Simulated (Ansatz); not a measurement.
# Ti: the cost of one run

Computed with Ansatz 0.2.0 (DFT LDA, scalar-relativistic, unless a step's input says otherwise).

**1. The starting structure**

It takes space group Fm-3m (No. 225, cubic). The conventional cell has a = 4.060 Å, b = 4.060 Å, c = 4.060 Å, α = 90.00°, β = 90.00°, γ = 90.00°. Ti (site symmetry m-3m) has 12 Ti at 2.87 Å as nearest neighbours.

Structure file:

```cif
data_structure
_symmetry_space_group_name_H-M 'Fm-3m'
_symmetry_Int_Tables_number 225
_cell_length_a 4.0600
_cell_length_b 4.0600
_cell_length_c 4.0600
_cell_angle_alpha 90.000
_cell_angle_beta 90.000
_cell_angle_gamma 90.000
_cell_volume 66.92
loop_
_atom_site_label
_atom_site_type_symbol
_atom_site_symmetry_multiplicity
_atom_site_Wyckoff_symbol
_atom_site_fract_x
_atom_site_fract_y
_atom_site_fract_z
_atom_site_occupancy
Ti1 Ti 4 a 0.00000 0.00000 0.00000 1
```

The file gives the conventional cell by its symmetry; the runs use the cell typed in the input.

**2. After the deformation**

Space group Fm-3m before, I4/mmm after.

**3. All-electron LAPW**

input.yaml

```yaml
crystal:
  lattice:
    - [0.0, 1.9894, 2.03]
    - [1.9894, 0.0, 2.03]
    - [1.9894, 1.9894, 0.0]
  atoms:
    - { symbol: Ti, position: [0.0, 0.0, 0.0] }
kpoints:
  mp_grid: { grid: [15, 15, 15] }
  band_path:
    path:
      - [0.0, 0.0, 0.0]
      - [0.0, 0.5, 0.5]
      - [0.25, 0.75, 0.5]
      - [0.0, 0.5, 0.0]
      - [0.0, 0.0, 0.0]
      - [0.5, 0.5, 0.0]
      - [0.37005, 0.62995, 0.0]
      - [-0.37005, 0.37005, 0.0]
      - [0.0, 0.0, 0.0]
    npoints: 5
scf:
  occupations: { method: fermi_dirac, width: 0.05 }
hamiltonian:
  xc: lda
  pseudopotentials: { kind: all_electron, lapw: { basis_error: 0.00025 } }
output:
  forces: true
  stress: true
  eigenvalues: true
```

Launch:

```console
$ ansatz run input.yaml --threads 1 --pin off --max-ram 3072MiB --backend cpu --events-out ev --progress --plain --runs-dir out
```

What time and memory should one allow on 1 thread of Intel Xeon 6975P-C (Granite Rapids), shared host?

About 12 s, with a peak of 0.44 GiB.
